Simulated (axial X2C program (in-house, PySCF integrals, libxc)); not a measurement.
**SnS⁺: properties at the nuclei**

Aim: properties at the nuclei of SnS⁺, with spin–orbit coupling in the Hamiltonian from the start.

Computed with an in-house X2C program for linear molecules on PySCF integrals. Level: two-component X2C with atomic mean-field terms, Sn dyall-cv3z, S dyall-av3z.

All values are calculated.

## (1) Input

Contents of task.json:

```json
{"zs": [50, 16], "q": 1, "bas": ["dyall-cv3z", "dyall-av3z"], "r0": 2.24, "levels": ["PBE0", "HF", "PBE", "BHandHLYP", "PBE50"], "nst": 3}
```

Keys: zs atomic numbers; q charge; bas basis sets; r0 starting distance in Å; levels methods (HF also brings MP2); nst determinants followed.

Run with:

```sh
> python soeom.py task.json out
```

After this run come: Expectation values, lowest determinant; Expectation values, a higher determinant.

Q: Predict the outcome of this session. Wanted: lowest determinant; Eeff magnitude; Ws magnitude Sn; A∥/gI Sn; qzz Sn; higher determinant (for each run or level that gives them).

**Answer**, as computed:

```
                                        quantity                                    value
                              lowest determinant  Ω = 3/2 (excess of +ω over −ω: ω = 3/2)
                    Eeff magnitude (GV/cm), PBE0                                    0.212
                     Ws magnitude Sn (kHz), PBE0                                   0.0778
                            A∥/gI Sn (MHz), PBE0                                      115
                             qzz Sn (a.u.), PBE0                                    -6.92
                              higher determinant  Ω = 1/2 (excess of +ω over −ω: ω = 1/2)
Eeff magnitude (GV/cm), PBE0, higher determinant                                    0.572
 Ws magnitude Sn (kHz), PBE0, higher determinant                                    0.682
        A∥/gI Sn (MHz), PBE0, higher determinant                                      324
         qzz Sn (a.u.), PBE0, higher determinant                                    -7.15
```

In the first state, the effective field runs from 0.193 to 0.228 GV/cm over the mean-field levels. The expectation values come from single determinants, which for open shells can mix terms of unlike spin or miss the lowest Ω, so a determinant need not be a state. Eeff is the effective electric field on the electron dipole moment in this Ω state and Ws the scalar–pseudoscalar constant (defined with the proton number Z and per Ω); A∥ is the parallel hyperfine constant, which follows by multiplying with the nuclear g factor gI = μI/(I μN); qzz is the electric field gradient, eQq0 = 234.96 MHz × Q/barn × qzz. The operators were transformed with the bare-nucleus X2C matrices. A second determinant lies within 0.1 eV of the first, so their order is not settled at this level.
